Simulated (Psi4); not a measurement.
# CH4AlClO (SMILES C[O][AlH][Cl]) at TPSSh/6-31G(d) (spherical functions)

Aim: the vertical ionisation energy of CH4AlClO at TPSSh/6-31G* (spherical functions), from 2 runs. 

The calculation is run with Psi4 1.11.

1 further run of the same task is left out (set aside as unsound or not needed).

### 1 The structure to begin with

CH4AlClO has 8 atoms, charge 0, and is taken as a singlet. As SMILES, `C[O][AlH][Cl]`. Geometry: relaxed at PBE0-D4/def2-TZVP. This is one conformer, not always the lowest.

Bond lengths: C1–O2 1.400 Å, O2–Al3 1.672 Å, Al3–Cl4 2.097 Å, C1–H5 1.094 Å, C1–H6 1.096 Å, C1–H7 1.094 Å, Al3–H8 1.563 Å. Angles: C1–O2–Al3 136.5°, O2–Al3–Cl4 118.9°, O2–C1–H5 109.9°, O2–C1–H6 112.3°, O2–C1–H7 109.8°, O2–Al3–H8 119.8°, Cl4–Al3–H8 121.3°, H5–C1–H6 108.3°, H5–C1–H7 108.0°, H6–C1–H7 108.3°.

### 2 Energy and gradient at TPSSh/6-31G(d) (spherical functions)

Contents of input.in:

```
memory 2.2 GB

molecule geom {
  0 1
  C      0.132200     1.250600     0.263000
  O      0.645300     0.052000    -0.246000
  Al     0.103400    -1.519700    -0.426600
  Cl    -1.829000    -2.007800     0.224400
  H      0.118400     2.012400    -0.522500
  H     -0.886500     1.136200     0.650000
  H      0.770200     1.612600     1.075000
  H      1.038000    -2.593300    -1.072900
  symmetry c1
}

set {
  basis 6-31G*
  puream true
  e_convergence 1e-09
  d_convergence 1e-08
  scf_type pk
  dft_radial_points 99
  dft_spherical_points 590
}

e_tot, wfn = gradient('tpssh', return_wfn=True)
oeprop(wfn, 'WIBERG_LOWDIN_INDICES', 'QUADRUPOLE', 'LOWDIN_CHARGES')
print_variables()
```

On the command line:

```bash
psi4 input.in input.out -n 1
```

input.out (excerpt; [...] marks lines left out):

```text
[...]
  Running in c1 symmetry.
[...]
  Nuclear repulsion =  196.040773346777712
[...]
  Multiplicity = 1
[...]
  Nalpha       = 24
  Nbeta        = 24
[...]
    Number of basis functions: 72
[...]
   @RKS iter   1:  -818.22249155142731   -3.56896e-01   1.00765e-02 DIIS/ADIIS
[...]
   @RKS iter  12:  -818.46318479689580   -1.47793e-12   1.36841e-09 DIIS
[...]
    Orbital Energies [Eh]
    ---------------------
    Doubly Occupied:
       1A   -101.353616     2A    -55.940702     3A    -19.068693
       4A    -10.169093     5A     -9.360953     6A     -7.106002
       7A     -7.102231     8A     -7.101460     9A     -4.108514
      10A     -2.655698    11A     -2.651498    12A     -2.647639
      13A     -0.979560    14A     -0.786696    15A     -0.664134
      16A     -0.472888    17A     -0.433318    18A     -0.431083
      19A     -0.391815    20A     -0.335784    21A     -0.318849
      22A     -0.307078    23A     -0.282430    24A     -0.277958
[...]
  @RKS Final Energy:  -818.46318479689580
   => Energetics <=
    Nuclear Repulsion Energy =            196.0407733467777120
    One-Electron Energy =               -1520.5795795548474416
    Two-Electron Energy =                 562.5914137230989809
    DFT Exchange-Correlation Energy =     -56.5157923119251606
    Empirical Dispersion Energy =           0.0000000000000000
    VV10 Nonlocal Energy =                  0.0000000000000000
    Total Energy =                       -818.4631847968958027
[...]
  -Total Gradient:
     Atom            X                  Y                   Z
    ------   -----------------  -----------------  -----------------
       1        0.004184013486    -0.008193213540    -0.003754427291
       2       -0.008507967434    -0.004117707639     0.002379411093
       3        0.000086826153     0.010036913097     0.002507074804
       4        0.005440793024     0.001870392888    -0.001711880237
       5       -0.000339266945    -0.000732334422     0.001651675407
       6        0.001431152196     0.000249196064    -0.000512233575
       7       -0.001473970056    -0.000049133247    -0.001125979823
       8       -0.000843636738     0.000905387854     0.000567595958
[...]
 Multipole Moments:
 ------------------------------------------------------------------------------------
     Multipole            Electronic (a.u.)      Nuclear  (a.u.)        Total (a.u.)
 ------------------------------------------------------------------------------------
 L = 1.  Multiply by 2.5417464519 to convert [e a0] to [Debye]
 Dipole X            :         -3.2827071            3.5374040            0.2546968
 Dipole Y            :         -6.6867783            7.1758341            0.4890558
 Dipole Z            :         -0.3765884            0.3982387            0.0216503
 Magnitude           :                                                    0.5518286
 L = 2.  Multiply by 1.3450342976 to convert [e a0^2] to [Debye ang]
 Quadrupole XX       :       -217.2828384          186.4178273          -30.8650112
 Quadrupole XY       :       -140.0149307          138.6026185           -1.4123122
[...]
```

Run time: 29 s. Hardware: 1 thread of Intel Xeon 6975P-C (Granite Rapids), shared host; peak memory 1.2 GiB.

### 3 The doublet cation

Contents of ch4alclo.py:

```python
import psi4

psi4.set_memory(2200000000)
psi4.set_num_threads(1)
psi4.core.set_output_file('ch4alclo.out', False)

geom = psi4.geometry("""
1 2
C      0.132200     1.250600     0.263000
O      0.645300     0.052000    -0.246000
Al     0.103400    -1.519700    -0.426600
Cl    -1.829000    -2.007800     0.224400
H      0.118400     2.012400    -0.522500
H     -0.886500     1.136200     0.650000
H      0.770200     1.612600     1.075000
H      1.038000    -2.593300    -1.072900
symmetry c1
""")

psi4.set_options({
    'basis': '6-31G*',
    'reference': 'uks',
    'puream': True,
    'e_convergence': 1e-09,
    'd_convergence': 1e-08,
    'scf_type': 'pk',
    'dft_radial_points': 99,
    'dft_spherical_points': 590,
    'maxiter': 100,
})

e_tot = psi4.gradient("TPSSH")
print('gradient / Eh bohr^-1')
print(e_tot.np.round(6))
```

On the command line:

```bash
python ch4alclo.py
```

ch4alclo.out (excerpt; [...] marks lines left out):

```text
[...]
  Running in c1 symmetry.
[...]
  Nuclear repulsion =  196.040773346777712
[...]
  Multiplicity = 2
[...]
  Nalpha       = 24
  Nbeta        = 23
[...]
    Number of basis functions: 72
[...]
   @UKS iter   1:  -817.79635517782413    6.92402e-02   9.86330e-03 DIIS/ADIIS
[...]
   @UKS iter  30:  -818.07928918593643   -3.97904e-12   2.92833e-09 DIIS
[...]
   @S^2 Observed:                7.559291125E-01
[...]
  @UKS Final Energy:  -818.07928918593643
   => Energetics <=
    Nuclear Repulsion Energy =            196.0407733467777120
    One-Electron Energy =               -1509.0708852841626140
    Two-Electron Energy =                 551.1479820153082301
    DFT Exchange-Correlation Energy =     -56.1971592638598523
    Empirical Dispersion Energy =           0.0000000000000000
    VV10 Nonlocal Energy =                  0.0000000000000000
    Total Energy =                       -818.0792891859364317
[...]
 Multipole Moments:
 ------------------------------------------------------------------------------------
     Multipole            Electronic (a.u.)      Nuclear  (a.u.)        Total (a.u.)
 ------------------------------------------------------------------------------------
 L = 1.  Multiply by 2.5417464519 to convert [e a0] to [Debye]
 Dipole X            :         -2.7075002            3.5374040            0.8299037
 Dipole Y            :         -5.6508540            7.1758341            1.5249801
 Dipole Z            :         -0.2986912            0.3982387            0.0995476
 Magnitude           :                                                    1.7390268
[...]
  -Total Gradient:
     Atom            X                  Y                   Z
    ------   -----------------  -----------------  -----------------
       1        0.026959928086     0.010732080710     0.002075477982
       2       -0.015206595636    -0.067004189889    -0.014704597743
       3        0.008857052612     0.067728296313     0.013113590080
       4        0.005478935110    -0.003229861762    -0.002713018258
       5       -0.010298821681    -0.005466873910     0.005224714024
       6       -0.001983013026     0.003108170289    -0.001050013712
       7       -0.014006386669    -0.003202708359    -0.001832139997
       8        0.000175667505    -0.002697811359    -0.000112909498
[...]
```

Standard output:

```text
gradient / Eh bohr^-1
[[ 0.02696   0.010732  0.002075]
 [-0.015207 -0.067004 -0.014705]
 [ 0.008857  0.067728  0.013114]
 [ 0.005479 -0.00323  -0.002713]
 [-0.010299 -0.005467  0.005225]
 [-0.001983  0.003108 -0.00105 ]
 [-0.014006 -0.003203 -0.001832]
 [ 0.000176 -0.002698 -0.000113]]
```

It took 82 s on 1 thread of Intel Xeon 6975P-C (Granite Rapids), shared host; peak memory 1.2 GiB.

### 4 Results

At TPSSh/6-31G* (spherical functions):

| quantity | value |
| --- | --- |
| singlet CH4AlClO: total energy | -818.46318 Eh |
| singlet CH4AlClO: dipole moment | 1.40 D |
| singlet CH4AlClO: HOMO energy | -7.56 eV |
| singlet CH4AlClO: LUMO energy | -0.96 eV |
| singlet CH4AlClO: HOMO–LUMO gap | 6.60 eV |
| singlet CH4AlClO: largest force on an atom | 0.532 eV/Å |
| doublet cation: total energy | -818.07929 Eh |
| doublet cation: HOMO energy (highest over α and β) | -13.82 eV |
| doublet cation: LUMO energy (lowest over α and β) | -13.19 eV |
| doublet cation: ⟨S²⟩ | 0.756 |
| doublet cation: largest force on an atom | 3.613 eV/Å |
| vertical ionisation energy (to the doublet cation) | 10.446 eV |

What this shows: Removing an electron at fixed nuclei costs 10.45 eV (241 kcal/mol). The largest force (singlet CH4AlClO) is 0.53 eV/Å: the shape isn't a stationary point for this species at this level. −ε(HOMO) before ionisation, 7.56 eV, is 2.88 eV below this ionisation energy.
